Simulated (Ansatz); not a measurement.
**AsBr₃: small, medium and large basis sets**

One table from this session's results is given with a row withheld; the runs are named, their logs left out.

Computed with Ansatz 0.2.0, Gaussian basis. Level: one geometry, several basis sets.

Plan: PBE0-D4/def2-SVP; ωB97M-V/def2-SVP; PBE0-D4/def2-QZVPP; ωB97M-V/def2-QZVPP; the functionals' def2-TZVPP values are taken from earlier runs.

**Structure used throughout**

An earlier PBE0-D4 in a triple-zeta def2 set relaxation fixed the geometry.

SMILES `Br[As](Br)Br`, 4 atoms, charge 0, spin multiplicity 1.

Atoms are counted from 1 here; the program's logs count them from 0.

Bond lengths: Br1–As2 2.334 Å, As2–Br3 2.334 Å, As2–Br4 2.334 Å. Angles: Br1–As2–Br3 100.1°, Br1–As2–Br4 100.1°, Br3–As2–Br4 100.1°.

Set-up of the first run:

Input file in.yaml:

```yaml
crystal:
  periodic: [false, false, false]
  atoms:
    - {symbol: Br, position_ang: [0.779048, 0.506430, 1.865853]}
    - {symbol: As, position_ang: [-0.764285, -0.142467, 0.239512]}
    - {symbol: Br, position_ang: [0.404738, -1.898771, -0.758780]}
    - {symbol: Br, position_ang: [-0.419491, 1.534799, -1.346586]}
basis:
  gaussian: {orbitals: def2-SVP}
hamiltonian: {xc: pbe0, dispersion: d4}
output: {orbitals: {seedname: orbitals}}
```

Command:

```bash
$ ansatz run in.yaml --threads 4 --pin off --events-out ev --progress --plain --max-ram 10444MiB
```

Among the steps run: PBE0-D4 in def2-SVP; ωB97M-V in def2-SVP; PBE0-D4 in def2-QZVPP; ωB97M-V in def2-QZVPP.

One of the session's tables, all rows but one given; the rest of the session is left out.

It belongs to the step «Density functionals: the series». 

```
functional       basis  HOMO (eV)  LUMO (eV)
   PBE0-D4    def2-SVP          ?          ?
   PBE0-D4  def2-TZVPP      -8.11      -2.35
   PBE0-D4  def2-QZVPP      -8.13      -2.37
   ωB97M-V    def2-SVP     -10.01      -0.24
   ωB97M-V  def2-TZVPP     -10.10      -0.41
   ωB97M-V  def2-QZVPP     -10.13      -0.49
```

**Question.** Estimate the row for PBE0-D4, def2-SVP.

**Answer.** HOMO (eV): -8.05; LUMO (eV): -2.26. In the column «HOMO (eV)» it is the highest.
